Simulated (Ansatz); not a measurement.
# Ca5GeN2: the cost of one run

Computed with Ansatz 0.2.0 (DFT PBE, scalar-relativistic, plane waves, PAW, unless a step names another level, unless a step's input says otherwise).

## 1. The starting structure

The structure is orthorhombic, space group Cmmm (No. 65). Conventional cell: a = 4.910 Å, b = 14.666 Å, c = 4.883 Å, α = 90.00°, β = 90.00°, γ = 90.00°. Around Ca (site symmetry m2m) lie 3 N at 2.42 to 2.46 Å. Around Ca (site symmetry m2m) lie 2 N at 2.47 Å. Ca (site symmetry mmm) is surrounded by 2 N at 2.42 Å. Around Ge (site symmetry mmm) lie 12 Ca at 3.19 to 3.49 Å. N (site symmetry m2m) has 6 Ca at 2.42 to 2.47 Å in its first shell of neighbours.

Coordinates:

```xyz
8
Lattice="2.4549 -7.3332 0.0000 2.4549 7.3332 0.0000 0.0000 0.0000 4.8829" Properties=species:S:1:pos:R:3 pbc="T T T"
Ca    2.4549    2.4950    0.0000
Ca    2.4549   -2.4950    0.0000
Ca    2.4549    5.2931    2.4415
Ca    2.4549   -5.2931    2.4415
Ca    0.0000    0.0000    0.0000
Ge    2.4549    0.0000    2.4415
N     2.4549    4.9144    0.0000
N     2.4549   -4.9144    0.0000
```

It came out lowest among 21 distinct ends of the trial cells. At a tolerance of 0.05 Å it has space group Cmmm (No. 65).

## 2. Relaxing to 0.001 eV/Å, on the response runs' mesh and smearing

input.yaml

```yaml
crystal:
  lattice:
    - [2.4549368855, -7.3332258331, 0.0]
    - [2.4549368855, 7.3332258331, 0.0]
    - [0.0, 0.0, 4.8829272823]
  atoms:
    - { symbol: Ca, position: [0.3298872122, 0.6701127878, 0.0] }
    - { symbol: Ca, position: [0.6701127878, 0.3298872122, 0.0] }
    - { symbol: Ca, position: [0.1390997448, 0.8609002552, 0.5] }
    - { symbol: Ca, position: [0.8609002552, 0.1390997448, 0.5] }
    - { symbol: Ca, position: [0.0, 0.0, 0.0] }
    - { symbol: Ge, position: [0.5, 0.5, 0.5] }
    - { symbol: "N", position: [0.1649240828, 0.8350759172, 0.0] }
    - { symbol: "N", position: [0.8350759172, 0.1649240828, 0.0] }
basis:
  ecutwfc: 420
kpoints:
  mp_grid: { grid: [8, 8, 6] }
hamiltonian:
  xc: pbe
scf:
  occupations: { method: gaussian, width: 0.1 }
output:
  forces: true
  stress: true
  eigenvalues: true
relax:
  adjacent_minimum: "off"
  f_tol: 0.001
  max_steps: 60
  cell: { stress_tol: 0.01 }
```

Started as:

```sh
$ ansatz run input.yaml --threads 3 --pin off --max-ram 7680MiB --backend cpu --events-out ev --progress --plain --runs-dir out
```

Q: Estimate wall time and peak memory on 3 threads of Intel Xeon 6975P-C (Granite Rapids), shared host.

About 31 s, with a peak of 0.89 GiB.
